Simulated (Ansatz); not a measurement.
## GaP, space group F-43m: cell relaxations under several functionals, step by step

Computed with the Ansatz DFT code, driven from Python.

The cells in order, each with its output:

In [1]:
```python
import warnings

import ansatz as az
import numpy as np
from pymatgen.core import Lattice, Structure
from pymatgen.io.ase import AseAtomsAdaptor
```

In [2]:
```python
def edges_and_angles(cell):
    cell = np.asarray(cell)
    a, b, c = np.linalg.norm(cell, axis=1)
    cosines = cell[1] @ cell[2] / (b * c), cell[0] @ cell[2] / (a * c), cell[0] @ cell[1] / (a * b)
    return (a, b, c, *np.degrees(np.arccos(cosines)))
```

In [3]:
```python
warnings.simplefilter("ignore", az.DeckWarning)

pmg_structure = Structure(
    Lattice([[0.0, 2.72525, 2.72525], [2.72525, 0.0, 2.72525], [2.72525, 2.72525, 0.0]]),
    ["Ga", "P"],
    [
        [0.0, 0.0, 0.0],
        [0.25, 0.25, 0.25],
    ],
)
system = az.Crystal.from_ase(AseAtomsAdaptor.get_atoms(pmg_structure))
```

In [4]:
```python
system.resolved().tree()["lattice"]
```
Out [4]:
```text
((0.0, 2.72525, 2.72525), (2.72525, 0.0, 2.72525), (2.72525, 2.72525, 0.0))
```

In [5]:
```python
base = (
    system.calculation()
    .kpoints(6, 6, 6, center="gamma")
    .occupations("fixed")
    .relax(cell=True, force_tolerance=0.005)
)
```

In [6]:
```python
levels = [("r2scan", "rvv10"), ("r2scan", "d4"), ("revpbe", "d3bj")]
print("level            a       b       c    alpha   beta  gamma  V/atom  steps")
for name, dispersion in levels:
    seen = []
    run = base.functional(name, dispersion=dispersion).session().plan()
    res = run.execute(on_event=lambda e: seen.append(e) if e["event"] == "relax_step" else None)
    cell = res.lattice.cell_ang
    label = name if dispersion == "none" else f"{name}+{dispersion}"
    print("{:13s} {:7.4f} {:7.4f} {:7.4f} {:6.2f} {:6.2f} {:6.2f}".format(label, *edges_and_angles(cell)), f"{abs(np.linalg.det(cell)) / len(res.lattice.sites):7.3f} {len(seen):5d}")
```
```text
level            a       b       c    alpha   beta  gamma  V/atom  steps
r2scan+rvv10   3.8443  3.8443  3.8443  60.00  60.00  60.00  20.087     4
r2scan+d4      3.8401  3.8401  3.8401  60.00  60.00  60.00  20.021     4
revpbe+d3bj    3.8328  3.8328  3.8328  60.00  60.00  60.00  19.907     4
```

From smallest to largest: revPBE+D3BJ (19.91 Å³ an atom, -1.6 % against the start), r2SCAN+D4 (20.02 Å³ an atom, -1.1 % against the start) and r2SCAN+RVV10 (20.09 Å³ an atom, -0.8 % against the start). The spread is 0.9 % in volume.

What to keep in mind:
- Forces vanish by symmetry, so the ions can't move, and the end may be a saddle.
- Edges and angles are those of the cell as typed, here a primitive one, not of the conventional cell.
- The starting cell is as deposited in a crystallographic database; the results hold for this polymorph, which needn't be the stable one.
- The whole script took 20 s on 1 thread of Intel(R) Xeon(R) 6975P-C (Granite Rapids), on a shared host, peak memory 0.62 GiB.
